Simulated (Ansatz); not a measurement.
# GaPNH (triplet): the correlation ladder at distance Ga1–N2 = 1.621 Å, cc-pVDZ

An exercise on one series of results from a longer session: the logs are not shown, and one member is left open.

Method: cc-pVDZ, core rule «outside noble gas», up to 20 orbitals frozen; program: Ansatz 0.2.0, Gaussian basis.

To be run: UHF; CCSD(T) on ROHF; CCSD(T) on UHF; BCCD(T) on ROHF; CISD; CCSDT(Q) on ROHF; CCSDT(Q) on UHF; CASSCF and MRCISD+Q, 4 electrons in 4 orbitals; CASSCF and NEVPT2, 4 electrons in 4 orbitals.

31 further runs of the same task are left out: 6 for a known fault of the program, 1 for a mislabelled method, 21 that didn't finish, 3 set aside as unsound or not needed.

## What is computed

The geometry derives from a PBE0/def2-TZVP stationary point (not a proven minimum). One bond is set to the value named and the two fragments are kept rigid. No spin-orbit coupling is included. The filled d shell of Ga may be among the frozen orbitals whatever the setting's name suggests; the logs give the count.

4 atoms, charge 0, spin multiplicity 3.

Atoms are counted from 1 here; the program's logs count them from 0.

Bond lengths: Ga1–N2 1.621 Å, Ga1–H4 1.580 Å, N2–P3 1.530 Å. Angles: N2–Ga1–H4 120.1°, Ga1–N2–P3 169.0°.

Set-up of the first run:

File in.yaml:

```yaml
crystal:
  periodic: [false, false, false]
  atoms:
    - {symbol: Ga, position_ang: [-0.000002, -0.369548, 0.954297]}
    - {symbol: N, position_ang: [-0.000045, -0.201072, -0.657924]}
    - {symbol: P, position_ang: [0.000012, -0.336559, -2.181666]}
    - {symbol: H, position_ang: [0.000034, 0.907179, 1.885293]}
basis:
  gaussian: {orbitals: cc-pVDZ}
magnetization: {spin_polarized: true, initial_magnetization: 2}
hamiltonian: {xc: hf}
output: {orbitals: {seedname: orbitals}}
```

Launch:

```console
> ansatz run in.yaml --threads 1 --pin off --events-out ev --progress --plain --max-ram 2393MiB
```

Among the steps run: UHF; CCSD(T) on ROHF; CCSD(T) on UHF; BCCD(T) on ROHF; CISD; CCSDT(Q) on ROHF; CCSDT(Q) on UHF; CASSCF and MRCISD+Q, 4 electrons in 4 orbitals; CASSCF and NEVPT2, 4 electrons in 4 orbitals.

One table of the session follows, with a row left open; its other results are not shown here.

```
       method  from UCCSDT(Q) (meV)
         ROHF               +9633.6
          UHF               +9297.5
         RMP2               +1124.1
         UMP2               +1493.3
        RCCSD                +490.3
        UCCSD                +462.0
     RCCSD(T)                 +92.0
     UCCSD(T)                 +95.3
      BCCD(T)                 +85.9
       RCCSDT                 +58.5
       UCCSDT                 +47.9
    RCCSDT(Q)                 +12.2
    UCCSDT(Q)                     0
  CASSCF pair               +8860.1
  NEVPT2 pair               +1141.6
  MRCISD pair               +1296.9
MRCISD+Q pair                     ?
```

**Question.** Estimate the row for MRCISD+Q pair.

The run gave: from UCCSDT(Q) (meV): +348.7. In the column «from UCCSDT(Q) (meV)» it lies between UCCSD(T) (+95.3) and UCCSD (+462.0).

Not comparable, so not listed: CISD (they don't share determinant, frozen orbitals or solution with the rows shown, or repeat one).

To keep in mind: Restricted and unrestricted rows rest on different reference determinants; where their highest levels disagree by more than a few hundredths of an eV, they describe different states and don't form one ladder.
